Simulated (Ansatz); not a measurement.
# FH3O2SSi: a ladder of functionals and wavefunction methods

Aim: compute FH3O2SSi with functionals from several rungs and with coupled cluster. The yardstick is the atomisation energy at the CCSD(T) limit.

Program: Ansatz 0.2.0, Gaussian basis. Level of theory: functionals in def2-TZVPP, the program's frozen cores in correlated methods. These are calculated values, not measurements.

Levels to be run: LDA (SPW92), PBE-D4, revPBE-D4, BLYP-D4, r2SCAN-D4, B97M-V, PBE0-D4, B3LYP-D4, r2SCANh-D4, r2SCAN0-D4, HSE06-D4, BHLYP-D4, CAM-B3LYP-D4, LC-ωPBE, ωB97X-V, ωB97M-V, B2PLYP, PBE-QIDH; CCSD(T)/def2-SVP; CCSD(T)/def2-TZVPP; MP2/def2-QZVPP; extrapolation to the limit; RPA on PBE.

## 1. The relaxed structure

All runs share one geometry, relaxed beforehand with PBE0-D4 in a triple-zeta def2 set.

SMILES `O[Si](O)(F)S`, 8 atoms, charge 0, spin multiplicity 1.

Atoms are counted from 1 here; the program's logs count them from 0.

Bond lengths: O1–Si2 1.625 Å, O1–H6 0.959 Å, Si2–O3 1.618 Å, Si2–F4 1.594 Å, Si2–S5 2.109 Å, O3–H7 0.959 Å, S5–H8 1.344 Å. Angles: Si2–O1–H6 118.2°, O1–Si2–O3 108.5°, O1–Si2–F4 109.5°, O1–Si2–S5 110.6°, O3–Si2–F4 109.5°, O3–Si2–S5 110.7°, F4–Si2–S5 108.1°, Si2–O3–H7 118.0°, Si2–S5–H8 93.2°.

## 2. LDA

This LDA is Slater exchange with PW92 correlation.

File in.yaml:

```yaml
crystal:
  periodic: [false, false, false]
  atoms:
    - {symbol: O, position_ang: [0.170461, 1.617513, 0.221427]}
    - {symbol: Si, position_ang: [0.036673, 0.029372, -0.095763]}
    - {symbol: O, position_ang: [1.523667, -0.586193, -0.266918]}
    - {symbol: F, position_ang: [-0.781830, -0.176642, -1.447417]}
    - {symbol: S, position_ang: [-1.003761, -0.950635, 1.454979]}
    - {symbol: H, position_ang: [-0.632742, 2.138324, 0.272006]}
    - {symbol: H, position_ang: [2.128762, -0.142802, -0.864803]}
    - {symbol: H, position_ang: [-1.348930, -1.986037, 0.670689]}
basis:
  gaussian: {orbitals: def2-TZVPP}
hamiltonian: {xc: lda}
output: {orbitals: {seedname: orbitals}}
```

Launch:

```sh
$ ansatz run in.yaml --threads 4 --pin off --events-out ev --progress --plain --max-ram 10444MiB
```

After this run come: PBE-D4 (GGA); revPBE-D4 (GGA); BLYP-D4 (GGA); r2SCAN-D4 (meta-GGA); B97M-V (meta-GGA); B3LYP-D4 (hybrid); r2SCANh-D4 (hybrid); r2SCAN0-D4 (hybrid); HSE06-D4 (hybrid); BHLYP-D4 (hybrid); CAM-B3LYP-D4 (range-separated); LC-ωPBE (range-separated); ωB97X-V (range-separated); ωB97M-V (range-separated); B2PLYP (double hybrid); PBE-QIDH (double hybrid); CCSD(T) in def2-SVP; CCSD(T) in def2-TZVPP; MP2 in def2-QZVPP; RPA on PBE orbitals.

**Question.** What will the summary of the whole plan be? Wanted: atomisation energy, CCSD(T)/CBS; farthest beyond LDA; mean size of error, GGA; mean size of error, meta-GGA; mean size of error, hybrid; mean size of error, range-separated; mean size of error, double hybrid; gap, smallest and largest; T1 diagnostic.

The runs gave:

| quantity | value |
| --- | --- |
| atomisation energy, CCSD(T)/CBS | 3181.5 kJ/mol |
| functionals within 15.9 kJ/mol (0.5 %) | PBE-D4, r2SCAN-D4, ωB97M-V |
| farthest beyond LDA | BHLYP-D4 (-173.0 kJ/mol) |
| mean size of error, GGA | 46.9 kJ/mol |
| mean size of error, meta-GGA | 15.9 kJ/mol |
| mean size of error, hybrid | 84.1 kJ/mol |
| mean size of error, range-separated | 26.0 kJ/mol |
| mean size of error, double hybrid | 69.8 kJ/mol |
| gap, smallest and largest | 5.73 eV (BLYP-D4), 13.11 eV (LC-ωPBE) |
| T1 diagnostic | 0.0115 |
| triples share of the correlation energy | 3.4 % |

**Reading.** The LDA atomisation energy is off by 470.6 kJ/mol (15 %): it overbinds. PBE-D4 misses by +13.6 kJ/mol. Double hybrids carry the basis error of their MP2 part in triple zeta, and no dispersion term here, so their miss is partly the set-up's. By mean error the best rung here is meta-GGA (15.9 kJ/mol) and the worst beyond LDA is hybrid (84.1 kJ/mol). double hybrid functionals lie within the reference's doubt of that worst mean (69.8 kJ/mol), so those two tie. The mean of the hybrids holds BHLYP, with half exact exchange. Misses under about 15.9 kJ/mol are within the doubt on the reference itself, which lacks core-valence correlation, relativity and higher excitations. Hartree-Fock recovers 70 % of the binding; the rest is correlation. CCSD(T) in def2-SVP is off by -326.1 kJ/mol, so the small basis spoils what the method gains. Orbital gaps span 5.7 to 13.1 eV; exact exchange widens them.
